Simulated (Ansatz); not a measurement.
# GeNH3Cl (SMILES [NH2][GeH][Cl]) at 6 levels

Aim: a comparison of 6 runs (UHF/STO-3G, U-wB97M-V/cc-pVDZ, UB3LYP/cc-pVDZ, UPBE0/cc-pVDZ, USVWN5/cc-pVDZ, RPA@PBE0/cc-pVDZ) of GeNH3Cl. 

The calculation is run with Ansatz 0.2.0.

72 further runs of the same task are left out: 72 set aside as unsound or not needed.

### Step 1. Starting point

The species is GeNH3Cl (6 atoms), meant as a doublet with charge 0. SMILES: `[NH2][GeH][Cl]`. The N1–H5 distance was set to 1.314 Å, away from the relaxed value.

Bond lengths: N1–Ge2 1.836 Å, Ge2–Cl3 2.169 Å, N1–H4 1.011 Å, Ge2–H6 1.560 Å. Angles: N1–Ge2–Cl3 104.1°, N1–Ge2–H6 106.5°, Cl3–Ge2–H6 107.8°, Ge2–N1–H4 115.7°. A long bond or contact: N1–H5 1.314 Å.

### Step 2. The energy at UHF/STO-3G (run 1)

Input file molecule.yaml:

```yaml
crystal:
  periodic: [false, false, false]
  atoms:
    - {symbol: N, position_ang: [-0.313572, 0.537573, -0.626620]}
    - {symbol: Ge, position_ang: [0.208128, 0.068673, 1.069780]}
    - {symbol: Cl, position_ang: [1.375728, -1.737227, 0.784980]}
    - {symbol: H, position_ang: [-0.851772, 1.390873, -0.699720]}
    - {symbol: H, position_ang: [-0.888700, -0.414300, -1.327200]}
    - {symbol: H, position_ang: [1.175928, 1.188773, 1.560980]}
basis:
  gaussian:
    orbitals: STO-3G
hamiltonian:
  xc: hf
accuracy: high
magnetization:
  spin_polarized: true
  initial_magnetization: 1
output:
  orbitals: {seedname: orbitals}
```

Started as:

```sh
$ ansatz run molecule.yaml --threads 1 --pin off --max-ram 3480MiB --events-out events.jsonl --progress --plain --runs-dir runs
```

What it wrote:

```text
Warning: RAYON_NUM_THREADS=1 ignored (pool sized by the plan → 1); use --threads N
Functional definition: HF
  name "HF"
  exchange = exact_x
  correlation = 0
574 factors; integrals over basis functions are off by at most 2.7e-8 eV
mean field evaluation 1: about -69708.6730 eV, gradient 9.7e0 eV
mean field evaluation 2: about -69708.7426 eV, gradient 9.7e0 eV
mean field evaluation 4: about -69709.8639 eV, gradient 1.5e0 eV
mean field evaluation 8: about -69709.9118 eV, gradient 1.6e-3 eV
mean field -69709.91060694 eV, -2561.7919637304 hartree, gradient 2.3e-8 eV, S^2 0.759885; 0 other end points of the search recorded, 0 dependent functions left out
reference -69709.91060694 eV, -2561.7919637304 hartree; 30, 29 occupied and 5, 6 virtual orbitals, 574 factors
Total energy: -69709.91060694 eV, -2561.7919637304 hartree
```

It took 0.66 s on 1 thread of Arm Neoverse V1, shared host; peak memory 0.095 GiB.

### Step 3. A single-point energy at U-wB97M-V/cc-pVDZ (run 2)

Input file in.yaml:

```yaml
crystal:
  periodic: [false, false, false]
  atoms:
    - {symbol: N, position_ang: [-0.313572, 0.537573, -0.626620]}
    - {symbol: Ge, position_ang: [0.208128, 0.068673, 1.069780]}
    - {symbol: Cl, position_ang: [1.375728, -1.737227, 0.784980]}
    - {symbol: H, position_ang: [-0.851772, 1.390873, -0.699720]}
    - {symbol: H, position_ang: [-0.888700, -0.414300, -1.327200]}
    - {symbol: H, position_ang: [1.175928, 1.188773, 1.560980]}
basis:
  gaussian:
    orbitals: cc-pVDZ
magnetization:
  spin_polarized: true
  initial_magnetization: 1
hamiltonian:
  xc: {name: wB97M-V}
accuracy: high
output: {orbitals: {seedname: orbitals}}
```

Started as:

```sh
$ ansatz run in.yaml --threads 1 --pin off --max-ram 3480MiB --events-out events.jsonl --progress --plain --runs-dir runs
```

What it wrote (excerpt; [...] marks lines left out):

```text
Warning: RAYON_NUM_THREADS=1 ignored (pool sized by the plan → 1); use --threads N
Functional definition: wB97M-V
  name "wB97M-V"
[...]
  gx(w, u) = 1 - cx + cx01*u + cx10*w
  gss(w, u) = css00 + css04*u^4 + css10*w + css20*w^2 + css43*w^4*u^3
  gos(w, u) = cos00 + cos10*w + (cos20 + cos21*u)*w^2 + (cos60 + cos61*u)*w^6
[...]
      + integral(e_c_pw_mod_opposite_spin*gos(b97_w_opposite, b97_u_opposite)) + vv10(b, c)
1677 factors; integrals over basis functions are off by at most 4.4e-9 eV
313 factors; integrals over basis functions are off by at most 2.1e-9 eV
[...]
mean field -70573.92156325 eV, -2593.5437807274 hartree, gradient 4.5e-8 eV, S^2 0.754398; 0 other end points of the search recorded, 0 dependent functions left out
reference -70573.92156696 eV, -2593.5437808636 hartree; 30, 29 occupied and 44, 45 virtual orbitals, 1677 factors
Total energy: -70573.92156696 eV, -2593.5437808636 hartree
```

Wall time 1.7 min (1 thread of Arm Neoverse V1, shared host); peak memory 0.87 GiB.

Runs 3 to 5 aren't shown in full; the table further down has their settings and results.

### Step 4. A single-point energy at RPA@PBE0/cc-pVDZ (run 6)

Input file run.yaml:

```yaml
crystal:
  periodic: [false, false, false]
  atoms:
    - {symbol: "N", position_ang: [-0.313572, 0.537573, -0.626620]}
    - {symbol: Ge, position_ang: [0.208128, 0.068673, 1.069780]}
    - {symbol: Cl, position_ang: [1.375728, -1.737227, 0.784980]}
    - {symbol: H, position_ang: [-0.851772, 1.390873, -0.699720]}
    - {symbol: H, position_ang: [-0.888700, -0.414300, -1.327200]}
    - {symbol: H, position_ang: [1.175928, 1.188773, 1.560980]}
basis:
  gaussian:
    orbitals: cc-pVDZ
magnetization:
  spin_polarized: true
  initial_magnetization: 1
hamiltonian:
  xc: {name: PBE0}
correlation:
  method: rpa
  frozen_orbitals: {Cl: 5, Ge: 9, H: 0, "N": 1}
accuracy: high
```

Started as:

```sh
$ ansatz run run.yaml --threads 1 --pin off --max-ram 3480MiB --events-out events.jsonl --progress --plain --runs-dir runs
```

What it wrote (excerpt; [...] marks lines left out):

```text
Warning: RAYON_NUM_THREADS=1 ignored (pool sized by the plan → 1); use --threads N
Functional definition: PBE0
  name "PBE0"
[...]
1677 factors; integrals over basis functions are off by at most 4.4e-9 eV
[...]
mean field -70565.45964453 eV, -2593.2328109500 hartree, gradient 8.9e-8 eV, S^2 0.754360; 0 other end points of the search recorded, 0 dependent functions left out
15 core orbitals not correlated: weight in the atoms' cores, before any rotation towards them, 1.000 or more for the frozen orbitals, at most 0.000 for the correlated occupied ones
reference -70504.46062310 eV, -2590.9911382593 hartree; 15, 14 occupied and 44, 45 virtual orbitals, 1677 factors
Total energy: -70521.26840836 eV, -2591.6088129748 hartree
```

Wall time 17 s (1 thread of Arm Neoverse V1, shared host); peak memory 0.36 GiB.

### Step 5. The series

| run | level | frozen core orbitals | energy (Eh) | HOMO energy (eV) | LUMO energy (eV) | ⟨S²⟩ | wall time |
| --- | --- | --- | --- | --- | --- | --- | --- |
| 1 | UHF/STO-3G | – | -2561.791964 | -6.69 | 3.93 | 0.760 | 0.66 s |
| 2 | U-wB97M-V/cc-pVDZ | – | -2593.543781 | -7.88 | -0.86 | 0.754 | 1.7 min |
| 3 | UB3LYP/cc-pVDZ | – | -2593.771134 | -5.61 | -3.07 | 0.754 | 15 s |
| 4 | UPBE0/cc-pVDZ | – | -2593.232811 | -5.90 | -2.74 | 0.754 | 15 s |
| 5 | USVWN5/cc-pVDZ | – | -2588.613730 | -4.63 | -3.82 | 0.751 | 6 s |
| 6 | RPA@PBE0/cc-pVDZ | 15 | -2591.608813 | – | – | 0.754 | 17 s |

### Step 6. What came out

| quantity | value |
| --- | --- |
| run 6: total energy | -2591.60881 Eh |
| run 6: RPA correlation energy (valence) | -617.7 mEh |
| run 6: ⟨S²⟩ of the reference determinant | 0.754 |

In words: Totals of different functionals can't be ranked against each other. In run 1 the basis is minimal, so the values are rough. All runs together took 2.6 min, the longest 1.7 min.
